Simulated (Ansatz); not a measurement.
# C3H8B2: the cost of one run

Program: Ansatz 0.2.0. Level of theory: RKS PBE-D4/STO-3G. These are calculated values, not measurements.

### 1 The starting structure

Bond lengths: C1–B2 1.516 Å, B2–B3 1.725 Å, B2–C4 1.612 Å, B3–C4 1.578 Å, C4–C5 1.551 Å, C1–H6 1.116 Å, C1–H7 1.132 Å, C1–H8 1.146 Å, B3–H9 1.227 Å, C4–H10 1.050 Å, C5–H11 1.101 Å, C5–H12 1.094 Å, C5–H13 1.123 Å. Angles (14 of 24 angles, heavy atoms first): C1–B2–B3 152.1°, C1–B2–C4 151.5°, B3–B2–C4 56.3°, B2–B3–C4 58.2°, B2–C4–B3 65.5°, B2–C4–C5 110.7°, B3–C4–C5 112.6°, B2–C1–H6 113.6°, B2–C1–H7 111.5°, B2–C1–H8 111.0°, B2–B3–H9 153.3°, C4–B3–H9 148.0°, B2–C4–H10 114.7°, B3–C4–H10 117.1°.

Structure file:

```xyz
13

C    -1.6288    1.3293    0.0067
B    -0.4173    0.5108    0.4069
B     0.4478   -0.4929    1.5114
C     1.0561   -0.0748    0.1164
C     0.9937   -1.2203   -0.9280
H    -2.5816    0.7476    0.0079
H    -1.5015    1.7836   -1.0223
H    -1.7664    2.2274    0.7059
H     0.6123   -1.0416    2.5968
H     1.8229    0.6423    0.1246
H     1.9070   -1.8135   -0.7653
H     0.1328   -1.8834   -0.7996
H     0.9435   -0.7491   -1.9466
```

### 2 Relaxing the start

input.yaml reads:

```yaml
crystal:
  periodic: [false, false, false]
  atoms:
    - { symbol: C, position_ang: [-1.6288, 1.3293, 0.0067] }
    - { symbol: B, position_ang: [-0.4173, 0.5108, 0.4069] }
    - { symbol: B, position_ang: [0.4478, -0.4929, 1.5114] }
    - { symbol: C, position_ang: [1.0561, -0.0748, 0.1164] }
    - { symbol: C, position_ang: [0.9937, -1.2203, -0.928] }
    - { symbol: H, position_ang: [-2.5816, 0.7476, 0.0079] }
    - { symbol: H, position_ang: [-1.5015, 1.7836, -1.0223] }
    - { symbol: H, position_ang: [-1.7664, 2.2274, 0.7059] }
    - { symbol: H, position_ang: [0.6123, -1.0416, 2.5968] }
    - { symbol: H, position_ang: [1.8229, 0.6423, 0.1246] }
    - { symbol: H, position_ang: [1.907, -1.8135, -0.7653] }
    - { symbol: H, position_ang: [0.1328, -1.8834, -0.7996] }
    - { symbol: H, position_ang: [0.9435, -0.7491, -1.9466] }
basis:
  gaussian: { orbitals: STO-3G }
hamiltonian:
  xc: pbe
  dispersion: d4
relax:
  f_tol: 0.02
  max_steps: 40
scf:
  lower_state_search: "off"
output:
  orbitals: {}
```

Launch:

```console
$ ansatz run input.yaml --threads 1 --pin off --max-ram 2048MiB --backend cpu --events-out ev --progress --plain --runs-dir out
```

**Question.** How long does this run take on 1 thread of an x86-64 CPU, shared host, and how much memory does it need?

About 2.1 min, with a peak of 0.11 GiB.
